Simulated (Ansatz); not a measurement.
**C2H7BSi: how energies converge with the basis set**

An exercise on one series of results from a longer session: the logs are not shown, and one member is left open.

Computed with Ansatz 0.2.0, Gaussian basis. Level: one geometry, several basis sets.

The runs, in order: PBE0-D4/def2-SVP; ωB97M-V/def2-SVP; PBE0-D4/def2-QZVPP; ωB97M-V/def2-QZVPP; the functionals' def2-TZVPP values are taken from earlier runs.

**The geometry**

The geometry comes from an earlier relaxation with PBE0-D4 in a triple-zeta def2 set; it is a stationary point, not always the lowest conformer.

SMILES `CB1C[SiH2]1`, 11 atoms, charge 0, spin multiplicity 1.

Atoms are counted from 1 here; the program's logs count them from 0.

Bond lengths: C1–B2 1.549 Å, C1–H5 1.094 Å, C1–H6 1.093 Å, C1–H7 1.098 Å, B2–C3 1.504 Å, B2–Si4 1.932 Å, C3–Si4 1.980 Å, C3–H8 1.089 Å, C3–H9 1.093 Å, Si4–H10 1.481 Å, Si4–H11 1.488 Å. Angles: B2–C1–H5 112.1°, B2–C1–H6 113.9°, B2–C1–H7 107.9°, H5–C1–H6 109.5°, H5–C1–H7 105.2°, H6–C1–H7 107.7°, C1–B2–C3 136.9°, C1–B2–Si4 142.9°, C3–B2–Si4 69.1°, B2–C3–Si4 65.7°, B2–C3–H8 123.6°, B2–C3–H9 120.5°, Si4–C3–H8 137.1°, Si4–C3–H9 90.5°, H8–C3–H9 111.1°, B2–Si4–C3 45.2°, B2–Si4–H10 127.2°, B2–Si4–H11 122.0° and more.

Set-up of the first run:

Contents of in.yaml:

```yaml
crystal:
  periodic: [false, false, false]
  atoms:
    - {symbol: C, position_ang: [-0.985145, 1.496552, -0.212078]}
    - {symbol: B, position_ang: [0.081227, 0.395945, 0.011253]}
    - {symbol: C, position_ang: [0.376146, -0.653123, 1.048351]}
    - {symbol: Si, position_ang: [0.870154, -1.170922, -0.797926]}
    - {symbol: H, position_ang: [-1.614874, 1.289117, -1.082009]}
    - {symbol: H, position_ang: [-1.617319, 1.684068, 0.659520]}
    - {symbol: H, position_ang: [-0.461181, 2.430547, -0.452482]}
    - {symbol: H, position_ang: [-0.341745, -0.974672, 1.801454]}
    - {symbol: H, position_ang: [1.401955, -0.829740, 1.382345]}
    - {symbol: H, position_ang: [2.284726, -1.602970, -0.720822]}
    - {symbol: H, position_ang: [0.071452, -2.121904, -1.617107]}
basis:
  gaussian: {orbitals: def2-SVP}
hamiltonian: {xc: pbe0, dispersion: d4}
output: {orbitals: {seedname: orbitals}}
```

The run is started by

```bash
$ ansatz run in.yaml --threads 2 --pin off --events-out ev --progress --plain --max-ram 4352MiB
```

Among the steps run: PBE0-D4 in def2-SVP; ωB97M-V in def2-SVP; PBE0-D4 in def2-QZVPP; ωB97M-V in def2-QZVPP.

One of the session's tables, all rows but one given; the rest of the session is left out.

It belongs to the step «Functionals by basis». 

```
functional       basis  HOMO (eV)
   PBE0-D4    def2-SVP      -6.51
   PBE0-D4  def2-TZVPP      -6.53
   PBE0-D4  def2-QZVPP      -6.54
   ωB97M-V    def2-SVP      -8.55
   ωB97M-V  def2-TZVPP      -8.60
   ωB97M-V  def2-QZVPP          ?
```

Estimate the missing values for ωB97M-V, def2-QZVPP.

**Answer.** HOMO (eV): -8.61. In the column «HOMO (eV)» it is the lowest.
